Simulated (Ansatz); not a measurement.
# H8O2Si2: the cost of one run

Method: RKS LDA/def2-SVP, in Ansatz 0.2.0.

## Step 1: The system as given

Bond lengths: Si1–O2 2.062 Å, Si1–O3 1.614 Å, O3–Si4 1.615 Å, Si1–H5 1.464 Å, Si1–H6 1.458 Å, O2–H9 0.966 Å, Si4–H10 1.463 Å, Si4–H11 1.463 Å, Si4–H12 1.460 Å. Angles: Si1–O2–H9 129.2°, O2–Si1–O3 106.3°, O2–Si1–H5 91.8°, O2–Si1–H6 129.4°, O3–Si1–H5 102.2°, O3–Si1–H6 115.1°, H5–Si1–H6 106.0°, Si1–O3–Si4 155.9°, O3–Si4–H10 109.0°, O3–Si4–H11 107.6°, O3–Si4–H12 104.2°, H10–Si4–H11 110.8°, H10–Si4–H12 112.3°, H11–Si4–H12 112.6°.

Structure file:

```xyz
12

Si    0.9377   -0.0638   -0.6545
O     0.7408    1.9529   -1.0355
O    -0.4807   -0.5522   -0.0597
Si   -1.4677   -1.2627    1.0037
H     0.8078   -0.3925   -2.0757
H     2.0973   -0.8064   -0.1758
H     0.9845    1.9388    0.2252
H     1.2197    1.1465    0.7524
H     0.3646    2.3943   -1.8076
H    -1.4202   -0.5224    2.2650
H    -1.0009   -2.6363    1.1896
H    -2.7829   -1.1963    0.3728
```

## Step 2: Pulling towards end A

Springs on the bonds that form and break draw the guess towards this end; the thresholds are loose.

Contents of input.yaml:

```yaml
crystal:
  periodic: [false, false, false]
  atoms:
    - { symbol: Si, position_ang: [0.9377, -0.0638, -0.6545] }
    - { symbol: O, position_ang: [0.7408, 1.9529, -1.0355] }
    - { symbol: O, position_ang: [-0.4807, -0.5522, -0.0597] }
    - { symbol: Si, position_ang: [-1.4677, -1.2627, 1.0037] }
    - { symbol: H, position_ang: [0.8078, -0.3925, -2.0757] }
    - { symbol: H, position_ang: [2.0973, -0.8064, -0.1758] }
    - { symbol: H, position_ang: [0.9845, 1.9388, 0.2252] }
    - { symbol: H, position_ang: [1.2197, 1.1465, 0.7524] }
    - { symbol: H, position_ang: [0.3646, 2.3943, -1.8076] }
    - { symbol: H, position_ang: [-1.4202, -0.5224, 2.265] }
    - { symbol: H, position_ang: [-1.0009, -2.6363, 1.1896] }
    - { symbol: H, position_ang: [-2.7829, -1.1963, 0.3728] }
basis:
  gaussian: { orbitals: def2-SVP }
hamiltonian:
  xc: lda
relax:
  f_tol: 0.15
  max_steps: 25
  restrain:
    - { distance: [0, 7], at: 2.72, k: 30.0 }
    - { distance: [6, 1], at: 2.27, k: 30.0 }
    - { distance: [0, 1], at: 1.77, k: 30.0 }
    - { distance: [6, 7], at: 0.62, k: 30.0 }
```

Command:

```bash
$ ansatz run input.yaml --threads 2 --pin off --max-ram 3072MiB --backend cpu --events-out ev --progress --plain --runs-dir out
```

Q: Estimate wall time and peak memory on 2 threads of Intel Xeon Platinum 8488C (Sapphire Rapids), shared host.

About 17 s, with a peak of 0.17 GiB.
